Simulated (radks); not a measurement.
**Ar²⁺ in [He] 2s2 2p4 3s2 3p4 3d2: an all-electron calculation**

The task here is to estimate one member of a computed series from the others.

Program: radks (a radial shooting solver on a logarithmic mesh, Libxc functionals) version 1. Level of theory: scalar-relativistic Kohn-Sham, AM05, spin-unpolarised, spherical densities, finite nucleus. These are calculated values, not measurements, unless marked.

## What is computed

| Quantity | Value |
| --- | --- |
| element | argon (Z = 18) |
| charge | +2 |
| electrons | 16 |
| configuration | [He] 2s2 2p4 3s2 3p4 3d2 |
| nuclear rms radius | 3.4274 fm |

Outer shells as boxes (Hund's rule):

Ar²⁺
```
[He] core
2s [↑↓]
2p [↑↓][↑ ][↑ ]
3s [↑↓]
3p [↑↓][↑ ][↑ ]
3d [↑ ][↑ ][  ][  ][  ]
```

Set-up of the first run:

Input:

```text
Z 18
configuration [He] 2s2 2p4 3s2 3p4 3d2
relativity scalar-relativistic
functional am05,am05
spin unpolarised
nucleus finite rms 3.4274 fm
c 137.035999084
```

On the command line:

```sh
$ python run_ks.py task.json out
```

This one command runs every case of the session in turn.

One table of the session follows, with a row left open; its other results are not shown here.

It belongs to the step «Shells». From the orbitals of this run (lengths in bohr):

| level | <r> | outermost maximum (interpolated) | 90 % within | nodes |
| --- | --- | --- | --- | --- |
| 1s | 0.08577 | 0.0562 | 0.153 | 0 |
| 2s | 0.3988 | 0.331 | 0.619 | 1 |
| 2p | 0.3555 | 0.271 | 0.584 | 0 |
| 3s | 1.214 | 1.06 | 1.81 | 2 |
| 3p | 1.290 | 1.09 | 1.97 | 1 |
| 3d | ? | ? | ? | ? |

**Question.** Estimate the row for 3d.

The run gave: <r>: 1.526; outermost maximum (interpolated): 1.11; 90 % within: 2.53; nodes: 0. In the column «<r>» it is the highest.
